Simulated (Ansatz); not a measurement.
# GeH₉NSi (built from SMILES [NH2][GeH3].[SiH4]): search for a transition state

Aim: find the saddle point of a four-centre ligand exchange that is to form Ge1–Si7, N2–H6 and break Ge1–N2, H6–Si7, prove it by its vibrations, and relax downhill on both sides to see what it joins.

Method: PBE0-D4, def2-SVP first, then def2-TZVP; program: Ansatz 0.2.0, Gaussian basis.

153 further runs of the same task are left out: 1 that didn't finish, 152 set aside as unsound or not needed.

### Step 1. The starting structure

The guess: 12 atoms, charge 0, spin multiplicity 1.

Atoms are counted from 1 here; the program's logs count them from 0.

Bond lengths: Ge1–N2 2.132 Å, Ge1–H3 1.537 Å, Ge1–H4 1.530 Å, Ge1–H5 1.502 Å, Ge1–Si7 2.754 Å, N2–H6 1.319 Å, N2–H8 1.019 Å, N2–H9 1.016 Å, Si7–H10 1.479 Å, Si7–H11 1.468 Å, Si7–H12 1.473 Å. Angles: N2–Ge1–H3 143.9°, N2–Ge1–H4 91.0°, N2–Ge1–H5 101.7°, N2–Ge1–Si7 75.8°, H3–Ge1–H4 98.4°, H3–Ge1–H5 109.5°, H3–Ge1–Si7 82.7°, H4–Ge1–H5 104.2°, H4–Ge1–Si7 157.2°, H5–Ge1–Si7 96.8°, Ge1–N2–H6 77.8°, Ge1–N2–H8 121.8°, Ge1–N2–H9 113.8°, H6–N2–H8 125.7°, H6–N2–H9 110.1°, H8–N2–H9 105.8°, Ge1–Si7–H10 142.0°, Ge1–Si7–H11 91.3° and more.

Coordinates:

```csv
atom,x (Å),y (Å),z (Å)
Ge1,-1.28710,0.05860,-0.07250
N2,-0.04400,-0.51620,1.56160
H3,-1.61130,-0.22850,-1.54750
H4,-2.49070,-0.64230,0.56020
H5,-1.51580,1.51450,0.21600
H6,0.83900,-0.11910,0.66630
Si7,1.27500,0.31930,-1.04950
H8,-0.16580,-0.12100,2.49290
H9,0.02030,-1.52170,1.69360
H10,2.63600,0.74220,-0.65490
H11,0.85170,1.38090,-1.97140
H12,1.49280,-0.86670,-1.89480
```

Distances that are to change: Ge1–Si7 2.75 Å, N2–H6 1.32 Å, Ge1–N2 2.13 Å, H6–Si7 1.82 Å.

### Step 2. Relaxing the guess with the reacting distances held

Input file hold/in.yaml:

```yaml
crystal:
  periodic: [false, false, false]
  atoms:
    - {symbol: Ge, position_ang: [-1.287100, 0.058600, -0.072500]}
    - {symbol: N, position_ang: [-0.044000, -0.516200, 1.561600]}
    - {symbol: H, position_ang: [-1.611300, -0.228500, -1.547500]}
    - {symbol: H, position_ang: [-2.490700, -0.642300, 0.560200]}
    - {symbol: H, position_ang: [-1.515800, 1.514500, 0.216000]}
    - {symbol: H, position_ang: [0.839000, -0.119100, 0.666300]}
    - {symbol: Si, position_ang: [1.275000, 0.319300, -1.049500]}
    - {symbol: H, position_ang: [-0.165800, -0.121000, 2.492900]}
    - {symbol: H, position_ang: [0.020300, -1.521700, 1.693600]}
    - {symbol: H, position_ang: [2.636000, 0.742200, -0.654900]}
    - {symbol: H, position_ang: [0.851700, 1.380900, -1.971400]}
    - {symbol: H, position_ang: [1.492800, -0.866700, -1.894800]}
basis:
  gaussian: {orbitals: def2-SVP}
hamiltonian: {xc: pbe0, dispersion: d4}
relax: {f_tol: 0.04, max_steps: 150, escape_saddle: false, constraints: [{distance: [0, 6]}, {distance: [1, 5]}, {distance: [0, 1]}, {distance: [5, 6]}]}
```

On the command line:

```bash
$ ansatz run in.yaml --threads 4 --pin off --events-out ev --progress --plain --max-ram 9574MiB
```

The runs that follow: Force constants to start from; Saddle search in the small basis; Saddle search in triple zeta; Vibrations at the point found; Relaxing after a step of 0.30 Å one way along the mode; Relaxing after a step of 0.30 Å the other way along the mode.

**Question.** What will these runs give? Wanted: imaginary mode; barrier from the start side; barrier from the end side; energy of the step; pairs that change; zero-point energy at the saddle.

**Answer**, as computed:

```
                       quantity                                                       value
                 imaginary mode                                                   209i cm⁻¹
    barrier from the start side                                                159.9 kJ/mol
      barrier from the end side                                                201.1 kJ/mol
             energy of the step                                                -41.2 kJ/mol
              pairs that change  Ge1–Si7 formed, N2–H6 formed, Ge1–N2 broken, H6–Si7 broken
zero-point energy at the saddle                                                    2.236 eV
```

**Reading.** One imaginary mode, 209i cm⁻¹, makes this a first-order saddle. Going downhill both ways gives the intended start and end. At PBE0-D4/def2-TZVP the electronic barrier is 159.9 kJ/mol, about 65 kT at 298 K, and the step runs 41.2 kJ/mol downhill. A step off the saddle overshot and began above it in energy, so the link to its end is likely but not proven.
